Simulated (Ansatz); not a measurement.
**H₆OSi₂Zn: how energies converge with the basis set**

The task here is to estimate one member of a computed series from the others.

The runs use Ansatz 0.2.0, Gaussian basis; one geometry, several basis sets.

The runs, in order: PBE0-D4/def2-SVP; ωB97M-V/def2-SVP; PBE0-D4/def2-QZVPP; ωB97M-V/def2-QZVPP; the functionals' def2-TZVPP values are taken from earlier runs.

### The relaxed structure

The geometry comes from an earlier relaxation with PBE0-D4 in a triple-zeta def2 set; it is a stationary point, not always the lowest conformer.

SMILES `O[SiH2][SiH2][ZnH]`, 10 atoms, charge 0, spin multiplicity 1.

Atoms are counted from 1 here; the program's logs count them from 0.

Bond lengths: O1–Si2 1.657 Å, O1–H5 0.957 Å, Si2–Si3 2.345 Å, Si2–H6 1.485 Å, Si2–H7 1.494 Å, Si3–Zn4 2.376 Å, Si3–H8 1.494 Å, Si3–H9 1.496 Å, Zn4–H10 1.557 Å. Angles: Si2–O1–H5 117.6°, O1–Si2–Si3 112.9°, O1–Si2–H6 104.8°, O1–Si2–H7 110.7°, Si3–Si2–H6 111.6°, Si3–Si2–H7 108.2°, H6–Si2–H7 108.5°, Si2–Si3–Zn4 114.1°, Si2–Si3–H8 108.7°, Si2–Si3–H9 106.5°, Zn4–Si3–H8 110.5°, Zn4–Si3–H9 110.0°, H8–Si3–H9 106.7°, Si3–Zn4–H10 178.9°.

The first run:

Input file in.yaml:

```yaml
crystal:
  periodic: [false, false, false]
  atoms:
    - {symbol: O, position_ang: [-1.794630, 1.312657, 0.338425]}
    - {symbol: Si, position_ang: [-0.353084, 1.306082, -0.478441]}
    - {symbol: Si, position_ang: [0.569406, -0.840008, -0.685951]}
    - {symbol: Zn, position_ang: [0.838412, -1.983601, 1.379695]}
    - {symbol: H, position_ang: [-1.777497, 1.093595, 1.270342]}
    - {symbol: H, position_ang: [-0.664341, 1.898750, -1.803760]}
    - {symbol: H, position_ang: [0.647293, 2.179113, 0.207363]}
    - {symbol: H, position_ang: [-0.280970, -1.639208, -1.618787]}
    - {symbol: H, position_ang: [1.897283, -0.668977, -1.352930]}
    - {symbol: H, position_ang: [1.001229, -2.709503, 2.747045]}
basis:
  gaussian: {orbitals: def2-SVP}
hamiltonian: {xc: pbe0, dispersion: d4}
output: {orbitals: {seedname: orbitals}}
```

Launch:

```console
$ ansatz run in.yaml --threads 4 --pin off --events-out ev --progress --plain --max-ram 10444MiB
```

Steps of the session up to this table: PBE0-D4 in def2-SVP; ωB97M-V in def2-SVP; PBE0-D4 in def2-QZVPP; ωB97M-V in def2-QZVPP.

One table of the session follows, with a row left open; its other results are not shown here.

It belongs to the step «Density functionals: the series». 

| functional | basis | HOMO (eV) |
| --- | --- | --- |
| PBE0-D4 | def2-SVP | -7.06 |
| PBE0-D4 | def2-TZVPP | -7.15 |
| PBE0-D4 | def2-QZVPP | -7.15 |
| ωB97M-V | def2-SVP | -8.98 |
| ωB97M-V | def2-TZVPP | ? |
| ωB97M-V | def2-QZVPP | -9.13 |

Estimate the missing values for ωB97M-V, def2-TZVPP.

**Answer.** HOMO (eV): -9.11. In the column «HOMO (eV)» it lies between ωB97M-V, def2-QZVPP (-9.13) and ωB97M-V, def2-SVP (-8.98).
